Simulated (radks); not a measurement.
# Valence configurations of Cd³⁺

One table from this session's results is given with a row withheld; the runs are named, their logs left out.

Method: Dirac Kohn-Sham, PBE, spin-unpolarised, spherical densities, point nucleus; open shells are shared between the two j in proportion to 2j + 1. Code: radks (a radial shooting solver on a logarithmic mesh, Libxc functionals) version 1.

## Starting point

```
element       : cadmium (Z = 48)
charge        : +3
electrons     : 45
configuration : [Kr] 4d9
others tried  : 4d8 5p1; 4d8 5s0.5 5p0.5; 4d8.5 5s0.5; 4d7 5s2; 4d8 5s1; 4d8.5 5p0.5; 4d7 5p2
```

Outer shells as boxes (Hund's rule):

Cd³⁺
```
[Kr] core
4d [↑↓][↑↓][↑↓][↑↓][↑ ]
```

The first run:

Settings of this run:

```text
Z 48
configuration [Kr] 4d9
relativity Dirac
functional pbe,pbe
spin unpolarised
j_filling average
nucleus point
c 137.035999084
```

Among the steps run: [Kr] 4d9.

One of the session's tables, all rows but one given; the rest of the session is left out.

It belongs to the step «[Kr] 4d9». From the orbitals of this run (lengths in bohr):

```
level     <r>  outermost maximum (interpolated)  90 % within  nodes
3p3/2  0.3604                             0.320        0.542      1
3d3/2  0.3326                             0.264        0.526      0
3d5/2  0.3361                             0.267        0.531      0
4s1/2  0.8759                             0.795         1.27      3
4p1/2       ?                                 ?            ?      ?
4p3/2  0.9618                             0.852         1.42      2
4d3/2   1.189                             0.963         1.85      1
4d5/2   1.203                             0.973         1.87      1
```

Estimate the missing values for 4p1/2.

**Answer.** <r>: 0.9323; outermost maximum (interpolated): 0.827; 90 % within: 1.37; nodes: 2. In the column «<r>» it lies between 4s1/2 (0.8759) and 4p3/2 (0.9618).
